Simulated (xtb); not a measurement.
**GFN2-xTB run of C2H6ClGeP (SMILES C=[CH][GeH]([PH2])[Cl])**

We compute a geometry optimisation of C2H6ClGeP. 

The calculation is run with xtb 6.7.1.

1 further run of the same task is left out (set aside as unsound or not needed).

## (1) The molecule

C2H6ClGeP: 11 atoms, total charge 0, spin state singlet. SMILES: `C=[CH][GeH]([PH2])[Cl]`. All atoms were displaced at random from a relaxed shape. The run starts from this shape.

Bond lengths: C1–C2 1.384 Å, C2–Ge3 1.851 Å, Ge3–P4 2.304 Å, Ge3–Cl5 2.123 Å, C1–H6 1.052 Å, C1–H7 1.094 Å, C2–H8 1.090 Å, Ge3–H9 1.517 Å, P4–H10 1.371 Å, P4–H11 1.239 Å. Some angles: C1–C2–Ge3 123.2°, C2–Ge3–P4 118.4°, C2–Ge3–Cl5 107.2°, P4–Ge3–Cl5 108.0°, C1–C2–H8 110.3°, Ge3–C2–H8 125.4°, C2–C1–H6 126.5°, C2–C1–H7 117.9°, C2–Ge3–H9 107.7°, P4–Ge3–H9 110.8°.

## (2) A structure relaxation at GFN2-xTB

xtb.inp

```
$chrg 0
$spin 0
$opt
   hessian=swart
$end
```

start.xyz

```xyz
11

C     -1.25721000     1.05519000    -1.04293000
C      0.06686000     0.87278000    -0.68364000
Ge     0.58476000     0.04769000     0.89024000
P      0.97332000    -2.22267000     0.85896000
Cl    -0.92692000     0.43417000     2.32984000
H     -2.09776000     0.93028000    -0.42246000
H     -1.46629000     1.62187000    -1.95474000
H      0.72196000     1.09374000    -1.52643000
H      1.79182000     0.79404000     1.42690000
H      1.52293000    -2.19115000    -0.39672000
H     -0.16247000    -2.55486000     0.49347000
```

Run with:

```sh
$ xtb --input xtb.inp --opt tight --gfn 2 -- start.xyz | tee xtb.out
```

What values should one expect? Wanted: total energy at the end; dipole moment; HOMO energy; LUMO energy; HOMO–LUMO gap; dispersion energy; mean polarisability.

**Answer.** As computed:

At GFN2-xTB:

```
                      quantity          value
       total energy at the end   -16.34485 Eh
                 dipole moment         2.86 D
                   HOMO energy      -10.71 eV
                   LUMO energy       -6.59 eV
                 HOMO–LUMO gap        4.12 eV
             dispersion energy  -22.93 kJ/mol
mean polarisability (D4 model)     94.8 bohr³
```

**Reading.** At the final geometry: Bond lengths: C1–C2 1.321 Å, C2–Ge3 1.980 Å, Ge3–P4 2.328 Å, Ge3–Cl5 2.121 Å, C1–H6 1.079 Å, C1–H7 1.080 Å, C2–H8 1.082 Å, Ge3–H9 1.536 Å, P4–H10 1.389 Å, P4–H11 1.390 Å. Some angles: C1–C2–Ge3 123.9°, C2–Ge3–P4 117.1°, C2–Ge3–Cl5 107.8°, P4–Ge3–Cl5 108.0°, C1–C2–H8 120.2°, Ge3–C2–H8 115.8°, C2–C1–H6 121.1°, C2–C1–H7 122.6°, C2–Ge3–H9 107.6°, P4–Ge3–H9 110.3°. The optimisation took 21 steps and changed the energy by -0.684 eV.
